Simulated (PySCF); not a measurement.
# Cl6Ir ([IrCl6]2-): the cost of one run

Programs: PySCF 2.14.0, with routines of our own; each step states its level. All values are computed. Atoms count from 0.

## (1) The starting structure

7 atoms, charge -2, states of the metal's open shell are computed; geometry from: model start, shaken.

## (2) Geometry optimisation at PBE0-D3(BJ)/def2-SVP

What the job is given:

```
{"job": {"xc": "PBE0", "basis": "def2-SVP", "d3": "d3bj", "grid": 1, "maxiter": 45, "solvent": "water", "kind": "geom"}, "charge": -2, "metal": "Ir", "open_shell": "d5"}
Ir     0.000020     0.004480    -0.004110
Cl    -0.013360    -0.006820     2.320130
Cl     0.000900     0.020100    -2.342380
Cl     2.325690     0.007350     0.005350
Cl    -2.333420    -0.013960    -0.000440
Cl     0.010430     2.314840    -0.006860
Cl    -0.028520    -2.354340    -0.027630
```

The run is started by

```
> OMP_NUM_THREADS=1 python lf_run.py task.json out
```

This one command runs all jobs of the session in turn.

**Question.** How long does this first job take on 1 thread of Arm Neoverse V1, shared host, and how much memory does it need?

About 12 min, with a peak of 1.1 GiB.
